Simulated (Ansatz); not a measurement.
Runs of Ansatz 0.2.0 on GeW. The structure is cubic, space group Fm-3m (No. 225). The conventional cell has a = 5.155 Å, b = 5.155 Å, c = 5.155 Å, α = 90.00°, β = 90.00°, γ = 90.00°. Ge (site symmetry m-3m) is surrounded by 6 W at 2.58 Å. W (site symmetry m-3m) is surrounded by 6 Ge at 2.58 Å. The cell was built by a generator and needn't be a form met in nature.

```csv
task,level,potentials or basis,k mesh,cutoff (eV),smearing,basis error allowed,mesh quality,gap on the mesh (eV),pressure (GPa)
phonons,PBE,"all-electron LAPW, scalar-relativistic",9 × 9 × 9,305,fermi-dirac 0.05 eV,0.002 eV/atom,not flagged,none,-
elastic constants,PBE,"all-electron LAPW, scalar-relativistic",7 × 7 × 7,305,fermi-dirac 0.05 eV,0.002 eV/atom,coarse,none,0.1
single point,PBE,"all-electron LAPW, scalar-relativistic",5 × 5 × 5,282,fermi-dirac 0.04 eV,0.002 eV/atom,coarse,none,(a)
phonons,PBEsol,all-electron PAW datasets made for the crystal,9 × 9 × 9,440,fermi-dirac 0.05 eV,-,not flagged,none,-
```

Alike in all rows: no spin polarisation; cell as given.

Q: Fill in the values left out.

A: (a) 0.5.

Caveats: some runs use coarse meshes; a metal's response needs a denser mesh (some runs); the k mesh is thin for a metal, which can move the energy by tens of meV per atom (some runs); elastic constants of metals need much finer meshes, so these are rough (some runs).

A k mesh can miss the band edges, and the runs leave out spin-orbit coupling on Ge, W.

A gap of «none» marks a metal or a gap under the smearing width.

The runs don't all hold the same shells in valence.
